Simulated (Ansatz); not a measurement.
# Pt5Au (Pt (111), 6 layers): how the settings move a single-point run

Aim: see which settings change the result for Pt5Au (Pt (111), 6 layers), by how much, and at what cost.

Program: Ansatz 0.2.0. Level of theory: reference: DFT, PBE, PAW with Ansatz's default frozen-core files, scalar-relativistic. These are calculated values, not measurements.

### Step 1. The starting structure

The structure is trigonal, space group P3m1 (No. 156). The conventional cell has a = 2.808 Å, b = 2.808 Å, c = 27.464 Å, α = 90.00°, β = 90.00°, γ = 120.00°. Around Pt (site symmetry 3m) lie 9 Pt at 2.81 to 2.83 Å. Around Pt (site symmetry 3m) lie 3 Au at 2.80 Å and 9 Pt at 2.81 to 2.83 Å. Au (site symmetry 3m) is surrounded by 6 Pt at 2.80 Å and 6 Au at 2.81 Å. Around Pt (site symmetry 3m) lie 3 Au at 2.80 Å and 9 Pt at 2.80 to 2.81 Å. Pt (site symmetry 3m) is surrounded by 12 Pt at 2.80 to 2.83 Å.

As a file:

```xyz
6
Lattice="2.8080 0.0000 0.0000 -1.4040 2.4318 0.0000 0.0000 0.0000 27.4636" Properties=species:S:1:pos:R:3 pbc="T T T"
Pt    0.0000    0.8106    7.9961
Pt    0.0000    2.4318   10.3115
Au    1.4040    1.6212   12.5933
Pt    0.0000    0.8106   14.8703
Pt    0.0000    2.4318   17.1521
Pt    1.4040    1.6212   19.4675
```

### Step 2. The reference run

input.yaml

```yaml
crystal:
  lattice:
    - [2.8080030017, 0.0, 0.0]
    - [-1.4040015008, 2.4318019334, 0.0]
    - [0.0, 0.0, 27.4636]
  atoms:
    - { symbol: Pt, position: [0.1666666667, 0.3333333333, 0.2911533011] }
    - { symbol: Pt, position: [0.5, 1.0, 0.3754613679] }
    - { symbol: Au, position: [0.8333333333, 0.6666666667, 0.4585441484] }
    - { symbol: Pt, position: [0.1666666667, 0.3333333333, 0.5414558526] }
    - { symbol: Pt, position: [0.5, 1.0, 0.6245386315] }
    - { symbol: Pt, position: [0.8333333333, 0.6666666667, 0.7088466978] }
kpoints:
  mp_grid: { grid: [13, 13, 1] }
scf:
  occupations: { method: fermi_dirac, width: 0.08 }
hamiltonian:
  xc: pbe
  pseudopotentials: { kind: paw }
output:
  forces: true
  stress: true
  eigenvalues: true
efield:
  axis: 3
  amplitude: 0
  dipole_correction: true
```

The run is started by

```bash
> ansatz run input.yaml --threads 2 --pin off --max-ram 4096MiB --backend cpu --events-out ev --progress --plain --runs-dir out
```

### Step 3. Changed: dr2_threshold 1.0e-08, hubbard.sites [{species: Pt, l: d, u_eff: 4.0}], hubbard.double_counting fll, ecutwfc 58.8 Ry

Changes to input.yaml since step 2:

```diff
@@ -16,2 +16,3 @@
   occupations: { method: fermi_dirac, width: 0.08 }
+  convergence: { dr2_threshold: 1.0e-08 }
 hamiltonian:
@@ -19,2 +20,3 @@
   pseudopotentials: { kind: paw }
+  hubbard: { sites: [{ species: Pt, l: d, u_eff: 4.0 }], double_counting: fll }
 output:
@@ -23,2 +25,6 @@
   eigenvalues: true
+  write_density: true
+  write_potential: true
+  elf: true
+  volumetric_format: npy
 efield:
@@ -27 +33,3 @@
   dipole_correction: true
+basis:
+  ecutwfc: "58.8 Ry"
```

Q: Predict the outcome of this session. Wanted: for each run, ending; energy change; gap; force.

The runs gave:

```tsv
run	ending	energy change	gap (eV)	force (eV/Å)	cycles	time
reference	converged	0	0.00	0.62	10	8.2 s
1: dr2_threshold 1.0e-08, hubbard.sites [{species: Pt, l: d, u_eff: 4.0}], hubbard.double_counting fll, ecutwfc 58.8 Ry	converged	+1.42 eV/atom (U changed: no physical gain or loss)	0.00	0.36	18	44 s
```

Times don't compare one to one where runs were asked for different outputs or read a saved state (see the inputs); cycles may leave out searches for a lower state.

Residual by cycle in the longest SCF loop of each run; runs are numbered as in the table. The quantity is the density residual dr2, in eV.

```tsv
cycle	reference	run 1
1	4.11	57.4
3	0.0524	1.07
4	0.0108	0.35
6	1.2e-4	0.147
7	3.1e-5	0.00732
9	2.8e-7	0.00101
10	1.8e-8	7.9e-4
12	-	1.1e-5
13	-	1.5e-5
15	-	2.8e-7
16	-	1.7e-7
18	-	8.6e-9
```

Changing the convergence setting, Hubbard U and cutoff moves the energy by +1.42 eV/atom, and the largest force goes from 0.62 to 0.36 eV/Å. The U term adds an energy of its own, so the shift says nothing about which run is better. A changed U is a change of model: its shifts are not errors of convergence.
